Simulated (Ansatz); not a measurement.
**GaNHCl (singlet): wave-function methods side by side, cc-pVDZ**

An exercise on one series of results from a longer session: the logs are not shown, and one member is left open.

Program: Ansatz 0.2.0, Gaussian basis. Level of theory: cc-pVDZ, core rule «outside noble gas», up to 20 orbitals frozen. These are calculated values, not measurements.

To be run: UHF; CCSD(T) on RHF; CCSD(T) on UHF; BCCD(T) on RHF; CISD; CCSDT(Q) on RHF; CCSDT(Q) on UHF.

24 further runs of the same task are left out: 6 for a known fault of the program, 4 that didn't finish, 14 set aside as unsound or not needed. Runs told in other sessions of the task aren't counted.

**The system**

The geometry is a PBE0/def2-TZVP stationary point (not a proven minimum) of the parent state, kept for this charge and spin. No spin-orbit coupling is included. The filled d shell of Ga may be among the frozen orbitals whatever the setting's name suggests.

4 atoms, charge 0, spin multiplicity 1.

Atoms are counted from 1 here; the program's logs count them from 0.

Bond lengths: Cl1–Ga3 2.172 Å, N2–Ga3 1.943 Å, N2–H4 1.029 Å. Angles: Ga3–N2–H4 109.6°, Cl1–Ga3–N2 113.6°.

The first run:

Contents of in.yaml:

```yaml
crystal:
  periodic: [false, false, false]
  atoms:
    - {symbol: Cl, position_ang: [0.000000, 0.334515, 1.618034]}
    - {symbol: N, position_ang: [0.000000, 1.033293, -1.756376]}
    - {symbol: Ga, position_ang: [0.000000, -0.386699, -0.430861]}
    - {symbol: H, position_ang: [0.000000, 0.624237, -2.700788]}
basis:
  gaussian: {orbitals: cc-pVDZ}
magnetization: {spin_polarized: true, initial_magnetization: 0}
hamiltonian: {xc: hf}
output: {orbitals: {seedname: orbitals}}
```

Run with:

```console
$ ansatz run in.yaml --threads 1 --pin off --events-out ev --progress --plain --max-ram 2393MiB
```

Steps of the session up to this table: UHF; CCSD(T) on RHF; CCSD(T) on UHF; BCCD(T) on RHF; CISD; CCSDT(Q) on RHF; CCSDT(Q) on UHF.

One table of the session follows, with a row left open; its other results are not shown here.

It belongs to the step «Misses and costs». 

| method | from RCCSDT(Q) (meV) |
| --- | --- |
| RHF | +11464.9 |
| UHF | +10050.0 |
| RMP2 | +1513.7 |
| RCCSD | +602.4 |
| RCCSD(T) | ? |
| BCCD(T) | +120.1 |
| RCCSDT | +80.5 |
| RCCSDT(Q) | 0 |

Q: Estimate the row for RCCSD(T) from the others.

As computed: from RCCSDT(Q) (meV): +105.5. In the column «from RCCSDT(Q) (meV)» it lies between RCCSDT (+80.5) and BCCD(T) (+120.1).

Not comparable, so not listed: CCSD(T) on UHF; CCSDT(Q) on UHF (they don't share determinant, frozen orbitals or solution with the rows shown, or repeat one).

Limits of these values: The determinant of HF (⟨S²⟩ 1.02) is far from a pure spin state, so its energy mixes those of several spin states; that is harmless only where they are near-degenerate. Warnings: restricted reference is unstable; spin contamination; large T1 diagnostic.
